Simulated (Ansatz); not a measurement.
# AlBF3: the cost of one run

Program: Ansatz 0.2.0. Level of theory: DFT unrestricted r2SCAN, Gaussian basis cc-pV(T+d)Z, and further levels as typed in the inputs. These are calculated values, not measurements.

## (1) The system as given

Bond lengths: B1–Al2 2.082 Å, B1–F3 1.318 Å, B1–F4 1.345 Å, Al2–F5 1.672 Å. Angles: B1–Al2–F5 142.2°, Al2–B1–F3 119.9°, Al2–B1–F4 118.9°, F3–B1–F4 121.2°.

Coordinates:

```xyz
5

B     0.0162   -0.0061   -0.0053
Al   -0.0107    0.0087    2.0770
F     1.1674   -0.0076   -0.6468
F    -1.1525    0.0146   -0.6706
F     0.9968   -0.0038    3.4113
```

## (2) Relaxing the atoms: AlBF3

File input.yaml:

```yaml
relax:
  f_tol: 0.001
  max_steps: 200
crystal:
  periodic: [false, false, false]
  atoms:
    - { symbol: B, position_ang: [0.016243, -0.006118, -0.005282] }
    - { symbol: Al, position_ang: [-0.01073, 0.008654, 2.076985] }
    - { symbol: F, position_ang: [1.167448, -0.007612, -0.64681] }
    - { symbol: F, position_ang: [-1.152494, 0.014621, -0.670601] }
    - { symbol: F, position_ang: [0.996776, -0.003841, 3.411338] }
magnetization:
  spin_polarized: true
  initial_magnetization: 1
basis:
  gaussian: { orbitals: "cc-pV(T+d)Z.json" }
hamiltonian:
  xc: r2scan
```

The run is started by

```console
$ ansatz run input.yaml --threads 4 --pin off --max-ram 8192MiB --backend cpu --events-out ev --progress --plain --runs-dir out
```

**Question.** How long does this run take on 4 threads of Intel Xeon Platinum 8488C (Sapphire Rapids), shared host, and how much memory does it need?

About 50 s, with a peak of 0.38 GiB.
